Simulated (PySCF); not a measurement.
# C3H9Tl: the cost of one run

Programs: PySCF 2.14.0, with routines of our own; each step states its level. All values are computed. Atoms count from 0.

4 further runs of the same task are left out: 4 for a known fault of the program.

## Step 1: The system as given

13 atoms, charge 0, multiplicity 1; geometry from: GFN2-xTB.

## Step 2: Geometry optimisation at PBE0-D3(BJ)/def2-SVP

What the job is given:

```
{"job": {"xc": "PBE0", "basis": "def2-SVP", "d3": "d3bj", "grid": 1, "maxiter": 30, "shake": 0.01, "kind": "geom"}, "charge": 0, "multiplicity": 1}
C     -0.461970     2.254070    -0.149210
Tl    -0.004720    -0.004530     0.023840
C      2.201800    -0.718640     0.144690
C     -1.707060    -1.556830     0.009150
H     -0.407830     2.571230    -1.206290
H      0.217760     2.873920     0.422110
H     -1.478050     2.492950     0.192130
H      2.430050    -1.146130     1.125000
H      2.906960     0.113940     0.018280
H      2.406930    -1.477520    -0.590520
H     -2.652640    -1.131380     0.439880
H     -1.937540    -1.850770    -1.007810
H     -1.507850    -2.437200     0.568420
```

Launch:

```console
$ OMP_NUM_THREADS=1 python heavy_run.py task.json out
```

One launch serves the whole session: the jobs run in the order shown.

**Question.** How long does this first job take on 1 thread of Arm Neoverse V2, shared host, and how much memory does it need?

About 26 s, with a peak of 0.5 GiB.
